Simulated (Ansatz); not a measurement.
# SiGe₄H₁₀: a ladder of functionals and wavefunction methods

One table from this session's results is given with a row withheld; the runs are named, their logs left out.

Program: Ansatz 0.2.0, Gaussian basis. Level of theory: functionals in def2-TZVPP, the program's frozen cores in correlated methods. These are calculated values, not measurements.

The runs, in order: LDA (SPW92), PBE-D4, revPBE-D4, BLYP-D4, r2SCAN-D4, B97M-V, PBE0-D4, B3LYP-D4, r2SCANh-D4, r2SCAN0-D4, HSE06-D4, BHLYP-D4, CAM-B3LYP-D4, LC-ωPBE, ωB97X-V, ωB97M-V, B2PLYP, PBE-QIDH; CCSD(T)/def2-SVP; CCSD(T)/def2-TZVPP; MP2/def2-QZVPP; extrapolation to the limit; RPA on PBE.

## Structure used throughout

All runs share one geometry, relaxed beforehand with PBE0-D4 in a triple-zeta def2 set.

SMILES `[SiH2]1[GeH2][GeH2][GeH2][GeH2]1`, 15 atoms, charge 0, spin multiplicity 1.

Atoms are counted from 1 here; the program's logs count them from 0.

Bond lengths: Si1–Ge2 2.384 Å, Si1–Ge5 2.384 Å, Si1–H6 1.488 Å, Si1–H7 1.490 Å, Ge2–Ge3 2.438 Å, Ge2–H8 1.539 Å, Ge2–H9 1.541 Å, Ge3–Ge4 2.440 Å, Ge3–H10 1.540 Å, Ge3–H11 1.539 Å, Ge4–Ge5 2.436 Å, Ge4–H12 1.540 Å, Ge4–H13 1.539 Å, Ge5–H14 1.541 Å, Ge5–H15 1.538 Å. Angles: Ge2–Si1–Ge5 103.7°, Ge2–Si1–H6 113.0°, Ge2–Si1–H7 109.0°, Ge5–Si1–H6 113.2°, Ge5–Si1–H7 108.9°, H6–Si1–H7 108.9°, Si1–Ge2–Ge3 104.6°, Si1–Ge2–H8 113.2°, Si1–Ge2–H9 109.5°, Ge3–Ge2–H8 112.1°, Ge3–Ge2–H9 109.0°, H8–Ge2–H9 108.3°, Ge2–Ge3–Ge4 105.7°, Ge2–Ge3–H10 110.2°, Ge2–Ge3–H11 111.1°, Ge4–Ge3–H10 110.2°, Ge4–Ge3–H11 111.3°, H10–Ge3–H11 108.3° and more.

The first run:

in.yaml

```yaml
crystal:
  periodic: [false, false, false]
  atoms:
    - {symbol: Si, position_ang: [-1.664320, -0.962238, 0.580736]}
    - {symbol: Ge, position_ang: [0.519563, -1.905520, 0.417475]}
    - {symbol: Ge, position_ang: [1.772123, -0.325230, -0.952362]}
    - {symbol: Ge, position_ang: [0.563139, 1.788518, -0.795318]}
    - {symbol: Ge, position_ang: [-1.254551, 1.378104, 0.772974]}
    - {symbol: H, position_ang: [-2.452178, -1.514053, 1.715833]}
    - {symbol: H, position_ang: [-2.401101, -1.220785, -0.687903]}
    - {symbol: H, position_ang: [0.523842, -3.322029, -0.182921]}
    - {symbol: H, position_ang: [1.156486, -1.971038, 1.818712]}
    - {symbol: H, position_ang: [1.815051, -0.805228, -2.414531]}
    - {symbol: H, position_ang: [3.219217, -0.180546, -0.449088]}
    - {symbol: H, position_ang: [-0.011167, 2.165132, -2.173510]}
    - {symbol: H, position_ang: [1.476340, 2.933204, -0.322682]}
    - {symbol: H, position_ang: [-0.770726, 1.699982, 2.199846]}
    - {symbol: H, position_ang: [-2.491719, 2.241727, 0.472740]}
basis:
  gaussian: {orbitals: def2-TZVPP}
hamiltonian: {xc: lda}
output: {orbitals: {seedname: orbitals}}
```

Among the steps run: LDA; PBE-D4 (GGA); revPBE-D4 (GGA); BLYP-D4 (GGA); r2SCAN-D4 (meta-GGA); B97M-V (meta-GGA); PBE0-D4 (hybrid); B3LYP-D4 (hybrid); r2SCANh-D4 (hybrid); r2SCAN0-D4 (hybrid); HSE06-D4 (hybrid); BHLYP-D4 (hybrid); CAM-B3LYP-D4 (range-separated); LC-ωPBE-D4 (range-separated; the results give it without D4); ωB97X-V (range-separated); ωB97M-V (range-separated); B2PLYP (double hybrid); PBE-QIDH (double hybrid).

One table of the session follows, with a row left open; its other results are not shown here.

It belongs to the step «Orbital energies across the functionals». 

| functional | HOMO (eV) | gap (eV) |
| --- | --- | --- |
| LDA (SPW92) | ? | ? |
| PBE-D4 | -6.57 | 5.10 |
| revPBE-D4 | -6.51 | 5.13 |
| BLYP-D4 | -6.39 | 5.08 |
| r2SCAN-D4 | -6.82 | 5.49 |
| B97M-V | -6.90 | 5.41 |
| PBE0-D4 | -7.55 | 6.80 |
| B3LYP-D4 | -7.33 | 6.44 |
| r2SCANh-D4 | -7.17 | 6.10 |
| r2SCAN0-D4 | -7.71 | 7.03 |
| HSE06-D4 | -7.16 | 6.05 |
| BHLYP-D4 | -8.38 | 8.50 |
| CAM-B3LYP-D4 | -8.68 | 9.01 |
| LC-ωPBE | -9.94 | 11.28 |
| ωB97X-V | -9.64 | 10.84 |
| ωB97M-V | -9.46 | 10.44 |

Q: Estimate the row for LDA (SPW92) from the others.

The run gave: HOMO (eV): -6.68; gap (eV): 5.07. In the column «HOMO (eV)» it lies between r2SCAN-D4 (-6.82) and PBE-D4 (-6.57).
